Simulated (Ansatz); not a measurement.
# F12Li12 (2x2x6 LiF rock-salt block): the cost of one run

Method: the settings change from run to run; program: Ansatz 0.2.0, Gaussian basis.

4 further runs of the same task are left out: 4 that didn't finish.

### Step 1. The molecule

An earlier PBE-D4/def2-SVP relaxation fixed the geometry.

24 atoms, charge 0, spin multiplicity 1.

Atoms are counted from 1 here; the program's logs count them from 0.

Bond lengths: Li1–F2 1.790 Å, Li1–F7 1.788 Å, Li1–F13 1.869 Å, F2–Li3 1.803 Å, F2–Li14 1.848 Å, Li3–F4 1.849 Å, Li3–F9 1.903 Å, Li3–F15 2.082 Å, F4–Li5 1.794 Å, F4–Li10 2.082 Å, F4–Li16 1.903 Å, Li5–F6 1.784 Å, Li5–F11 1.848 Å, F6–Li12 1.869 Å, F6–Li18 1.788 Å, F7–Li8 1.784 Å, F7–Li19 1.869 Å, Li8–F9 1.794 Å and more. Angles: F2–Li1–F7 123.8°, F2–Li1–F13 95.4°, F7–Li1–F13 95.5°, Li1–F2–Li3 120.9°, Li1–F2–Li14 84.2°, Li3–F2–Li14 89.2°, F2–Li3–F4 147.7°, F2–Li3–F9 117.0°, F2–Li3–F15 90.0°, F4–Li3–F9 95.3°, F4–Li3–F15 89.5°, F9–Li3–F15 93.5°, Li3–F4–Li5 150.7°, Li3–F4–Li10 84.8°, Li3–F4–Li16 90.2°, Li5–F4–Li10 82.5°, Li5–F4–Li16 115.2°, Li10–F4–Li16 86.5° and more.

### Step 2. RPBE/cc-pVDZ

Options: atoms shaken by 0.03 Å.

Input file in.yaml:

```yaml
crystal:
  periodic: [false, false, false]
  atoms:
    - {symbol: Li, position_ang: [-0.879046, -0.887043, -4.020984]}
    - {symbol: F, position_ang: [-1.092596, -1.732490, -2.510532]}
    - {symbol: Li, position_ang: [-1.005887, -0.923023, -0.949449]}
    - {symbol: F, position_ang: [-1.020258, -1.085712, 0.970577]}
    - {symbol: Li, position_ang: [-1.744016, -0.834281, 2.584540]}
    - {symbol: F, position_ang: [-0.941969, -0.937979, 4.175530]}
    - {symbol: F, position_ang: [-0.933183, 0.950771, -4.093210]}
    - {symbol: Li, position_ang: [-0.766254, 1.725165, -2.554970]}
    - {symbol: F, position_ang: [-1.080066, 0.912923, -0.935924]}
    - {symbol: Li, position_ang: [-0.931780, 0.975718, 0.947064]}
    - {symbol: F, position_ang: [-1.779252, 0.991428, 2.497725]}
    - {symbol: Li, position_ang: [-0.833139, 0.971725, 4.047271]}
    - {symbol: F, position_ang: [0.958854, -0.950486, -4.078837]}
    - {symbol: Li, position_ang: [0.848337, -1.707042, -2.575538]}
    - {symbol: F, position_ang: [1.075454, -0.972370, -0.952376]}
    - {symbol: Li, position_ang: [0.947630, -1.060216, 0.877017]}
    - {symbol: F, position_ang: [1.698546, -1.060083, 2.543605]}
    - {symbol: Li, position_ang: [0.834164, -0.879466, 4.055087]}
    - {symbol: Li, position_ang: [0.936779, 0.866508, -4.034683]}
    - {symbol: F, position_ang: [1.027781, 1.779747, -2.524118]}
    - {symbol: Li, position_ang: [0.999962, 0.952530, -0.871791]}
    - {symbol: F, position_ang: [0.960664, 1.101167, 0.889253]}
    - {symbol: Li, position_ang: [1.710058, 0.859737, 2.535858]}
    - {symbol: F, position_ang: [0.928811, 0.997332, 4.144528]}
basis:
  gaussian: {orbitals: cc-pVDZ}
hamiltonian: {xc: {name: RPBE}}
```

Command:

```bash
$ ansatz run in.yaml --threads 4 --pin off --events-out ev --progress --plain --max-ram 6963MiB
```

**Question.** How long does this run take on 4 threads of Arm Neoverse V2, shared host, and how much memory does it need?

About 20 s, with a peak of 0.95 GiB.
